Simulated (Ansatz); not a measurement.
# Mg2Ge2N: the cost of one run

Computed with Ansatz 0.2.0 (DFT PBE, scalar-relativistic, plane waves, PAW, unless a step's input says otherwise).

## 1. The system as given

The structure is tetragonal, space group P4mm (No. 99). The conventional cell has a = 3.823 Å, b = 3.823 Å, c = 6.337 Å, α = 90.00°, β = 90.00°, γ = 90.00°. Mg (site symmetry 2mm) is surrounded by 2 Ge at 2.03 Å. Ge (site symmetry 4mm) is surrounded by 1 Ge at 2.65 Å and 4 N at 2.74 Å. Ge (site symmetry 4mm) has 4 Mg at 2.03 Å as nearest neighbours. Around N (site symmetry 4mm) lie 4 Ge at 2.74 Å.

As a file:

```xyz
5
Lattice="3.8228 0.0000 0.0000 0.0000 3.8228 0.0000 0.0000 0.0000 6.3373" Properties=species:S:1:pos:R:3 pbc="T T T"
Mg    1.9114    0.0000    4.6801
Mg    0.0000    1.9114    4.6801
Ge    0.0000    0.0000    1.6695
Ge    0.0000    0.0000    5.3558
N     1.9114    1.9114    1.2274
```

A structure generator made this guess: random cell by space group and Wyckoff sites (P4mm, No. 99). Its size is a rough estimate.

## 2. A first look at the guess

The input, input.yaml:

```yaml
crystal:
  lattice:
    - [3.82279307, 0.0, 0.0]
    - [0.0, 3.82279307, 0.0]
    - [0.0, 0.0, 6.33734747]
  atoms:
    - { symbol: Mg, position: [0.5, 0.0, 0.7384915] }
    - { symbol: Mg, position: [0.0, 0.5, 0.7384915] }
    - { symbol: Ge, position: [0.0, 0.0, 0.2634409] }
    - { symbol: Ge, position: [0.0, 0.0, 0.84511092] }
    - { symbol: "N", position: [0.5, 0.5, 0.19367153] }
basis:
  ecutwfc: 420
kpoints:
  mp_grid: { grid: [4, 4, 4] }
hamiltonian:
  xc: pbe
scf:
  occupations: { method: gaussian, width: 0.1 }
  lower_state_search: "off"
output:
  forces: true
  stress: true
  eigenvalues: true
```

Run with:

```bash
$ ansatz run input.yaml --threads 1 --pin off --max-ram 2560MiB --backend cpu --events-out ev --progress --plain --runs-dir out
```

What time and memory should one allow on 1 thread of Intel Xeon at 2.70GHz, shared host?

About 5.1 s, with a peak of 0.35 GiB.
